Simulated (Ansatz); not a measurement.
# C2H5BO2: one species, many methods

One table from this session's results is given with a row withheld; the runs are named, their logs left out.

Method: functionals in def2-TZVPP, the program's frozen cores in correlated methods; program: Ansatz 0.2.0, Gaussian basis.

Plan: LDA (SPW92), PBE-D4, revPBE-D4, BLYP-D4, r2SCAN-D4, B97M-V, PBE0-D4, B3LYP-D4, r2SCANh-D4, r2SCAN0-D4, HSE06-D4, BHLYP-D4, CAM-B3LYP-D4, LC-ωPBE, ωB97X-V, ωB97M-V, B2PLYP, PBE-QIDH; CCSD(T)/def2-SVP; CCSD(T)/def2-TZVPP; MP2/def2-QZVPP; extrapolation to the limit; RPA on PBE.

## Structure used throughout

An earlier PBE0-D4 in a triple-zeta def2 set relaxation fixed the geometry.

SMILES `OC1(O)BC1`, 10 atoms, charge 0, spin multiplicity 1.

Atoms are counted from 1 here; the program's logs count them from 0.

Bond lengths: O1–C2 1.381 Å, O1–H6 0.966 Å, C2–O3 1.398 Å, C2–B4 1.538 Å, C2–C5 1.518 Å, O3–H7 0.963 Å, B4–C5 1.536 Å, B4–H8 1.184 Å, C5–H9 1.089 Å, C5–H10 1.087 Å. Angles: C2–O1–H6 107.9°, O1–C2–O3 115.0°, O1–C2–B4 123.3°, O1–C2–C5 119.7°, O3–C2–B4 115.0°, O3–C2–C5 112.0°, B4–C2–C5 60.4°, C2–O3–H7 107.4°, C2–B4–C5 59.2°, C2–B4–H8 151.2°, C5–B4–H8 148.9°, C2–C5–B4 60.5°, C2–C5–H9 113.6°, C2–C5–H10 120.4°, B4–C5–H9 115.5°, B4–C5–H10 122.4°, H9–C5–H10 114.0°.

The first run:

File in.yaml:

```yaml
crystal:
  periodic: [false, false, false]
  atoms:
    - {symbol: O, position_ang: [-0.841282, -0.581748, -1.312217]}
    - {symbol: C, position_ang: [0.069755, -0.216214, -0.340977]}
    - {symbol: O, position_ang: [1.379456, -0.036377, -0.797033]}
    - {symbol: B, position_ang: [-0.054459, -0.632887, 1.134400]}
    - {symbol: C, position_ang: [-0.316076, 0.817525, 0.700891]}
    - {symbol: H, position_ang: [-0.957593, 0.169777, -1.907148]}
    - {symbol: H, position_ang: [1.704988, -0.895966, -1.085336]}
    - {symbol: H, position_ang: [0.099839, -1.418234, 2.007033]}
    - {symbol: H, position_ang: [-1.363435, 1.112035, 0.656424]}
    - {symbol: H, position_ang: [0.361805, 1.630989, 0.946963]}
basis:
  gaussian: {orbitals: def2-TZVPP}
hamiltonian: {xc: lda}
output: {orbitals: {seedname: orbitals}}
```

Among the steps run: LDA; PBE-D4 (GGA); revPBE-D4 (GGA); BLYP-D4 (GGA); r2SCAN-D4 (meta-GGA); B97M-V (meta-GGA); PBE0-D4 (hybrid); B3LYP-D4 (hybrid); r2SCANh-D4 (hybrid); r2SCAN0-D4 (hybrid); HSE06-D4 (hybrid); BHLYP-D4 (hybrid); CAM-B3LYP-D4 (range-separated); LC-ωPBE (range-separated); ωB97X-V (range-separated); ωB97M-V (range-separated); B2PLYP (double hybrid); PBE-QIDH (double hybrid).

One of the session's tables, all rows but one given; the rest of the session is left out.

It belongs to the step «Frontier levels by functional». 

| functional | HOMO (eV) | LUMO (eV) | gap (eV) |
| --- | --- | --- | --- |
| LDA (SPW92) | -5.81 | -2.93 | 2.88 |
| PBE-D4 | -5.68 | -2.63 | 3.05 |
| revPBE-D4 | -5.62 | -2.50 | 3.11 |
| BLYP-D4 | -5.60 | -2.48 | 3.12 |
| r2SCAN-D4 | -5.88 | -2.25 | 3.64 |
| B97M-V | -6.00 | -2.28 | 3.72 |
| PBE0-D4 | -7.00 | -1.60 | 5.40 |
| B3LYP-D4 | -6.82 | -1.84 | 4.99 |
| r2SCANh-D4 | -6.39 | -1.90 | 4.49 |
| r2SCAN0-D4 | -7.14 | -1.38 | 5.77 |
| HSE06-D4 | -6.60 | -1.99 | 4.61 |
| BHLYP-D4 | -8.29 | -0.51 | 7.78 |
| CAM-B3LYP-D4 | -8.44 | -0.48 | 7.96 |
| LC-ωPBE | -9.77 | 0.77 | 10.53 |
| ωB97X-V | ? | ? | ? |
| ωB97M-V | -9.30 | 0.41 | 9.71 |

Estimate the missing values for ωB97X-V.

As computed: HOMO (eV): -9.41; LUMO (eV): 0.66; gap (eV): 10.06. In the column «HOMO (eV)» it lies between LC-ωPBE (-9.77) and ωB97M-V (-9.30).
